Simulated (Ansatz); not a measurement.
# InGa2As3: the cost of one run

Computed with Ansatz 0.2.0 (DFT PBE, scalar-relativistic, plane waves, PAW, unless a step's input says otherwise).

1 further run of the same task is left out (set aside as unsound or not needed).

**1. The system as given**

It takes space group Cmc2_1 (No. 36, orthorhombic). Conventional cell: a = 10.021 Å, b = 5.780 Å, c = 5.398 Å, α = 90.00°, β = 90.00°, γ = 90.00°. In (site symmetry m) has 4 N at 2.18 to 2.19 Å as nearest neighbours. Ga (site symmetry 1) is surrounded by 4 N at 1.97 to 1.98 Å. N (site symmetry 1) has 3 Ga at 1.97 to 1.98 Å and 1 In at 2.18 Å as nearest neighbours. N (site symmetry m) has 2 Ga at 1.97 Å and 2 In at 2.18 to 2.19 Å as nearest neighbours.

As a file:

```cif
data_structure
_symmetry_space_group_name_H-M 'Cmc2_1'
_symmetry_Int_Tables_number 36
_cell_length_a 10.0210
_cell_length_b 5.7804
_cell_length_c 5.3981
_cell_angle_alpha 90.000
_cell_angle_beta 90.000
_cell_angle_gamma 90.000
_cell_volume 312.68
loop_
_atom_site_label
_atom_site_type_symbol
_atom_site_symmetry_multiplicity
_atom_site_Wyckoff_symbol
_atom_site_fract_x
_atom_site_fract_y
_atom_site_fract_z
_atom_site_occupancy
In1 In 4 a 0.00000 0.67463 0.48980 1
Ga1 Ga 8 b 0.67041 0.66339 0.49259 1
N1 N 8 b 0.68006 0.65365 0.85902 1
N2 N 4 a 0.00000 0.69223 0.89498 1
```

It goes back to an entry of the Materials Project, which need not be the stable form.

This cell was relaxed beforehand with the same method: volume 13.03 Å³/atom, gap on the mesh 0.87 eV.

**2. The substitution N → As**

InGa2As3 starts from the relaxed positions of InGa2N3, with all lengths scaled by 1.151, a guess from tabulated radii.

**3. A first look at the start (InGa2As3)**

input.yaml

```yaml
crystal:
  lattice:
    - [5.7673368069, -3.326775955, 0.0]
    - [5.7673368069, 3.326775955, 0.0]
    - [0.0, 0.0, 6.2134587772]
  atoms:
    - { symbol: In, position: [0.3253743407, 0.6746256593, 0.989795441] }
    - { symbol: In, position: [0.6746256593, 0.3253743407, 0.489795441] }
    - { symbol: Ga, position: [0.0070223906, 0.3338071183, 0.9925887728] }
    - { symbol: Ga, position: [0.6661928817, 0.9929776094, 0.9925887728] }
    - { symbol: Ga, position: [0.9929776094, 0.6661928817, 0.4925887728] }
    - { symbol: Ga, position: [0.3338071183, 0.0070223906, 0.4925887728] }
    - { symbol: As, position: [0.02640352, 0.3337100341, 0.3590241573] }
    - { symbol: As, position: [0.6662899659, 0.97359648, 0.3590241573] }
    - { symbol: As, position: [0.97359648, 0.6662899659, 0.8590241573] }
    - { symbol: As, position: [0.3337100341, 0.02640352, 0.8590241573] }
    - { symbol: As, position: [0.3077705045, 0.6922294955, 0.3949796987] }
    - { symbol: As, position: [0.6922294955, 0.3077705045, 0.8949796987] }
basis:
  ecutwfc: 420
kpoints:
  mp_grid: { grid: [4, 4, 4] }
hamiltonian:
  xc: pbe
scf:
  occupations: { method: gaussian, width: 0.1 }
output:
  forces: true
  stress: true
  eigenvalues: true
```

The run is started by

```bash
$ ansatz run input.yaml --threads 2 --pin off --max-ram 5120MiB --backend cpu --events-out ev --progress --plain --runs-dir out
```

Q: Estimate wall time and peak memory on 2 threads of Arm Neoverse V1, shared host.

About 28 s, with a peak of 0.79 GiB.
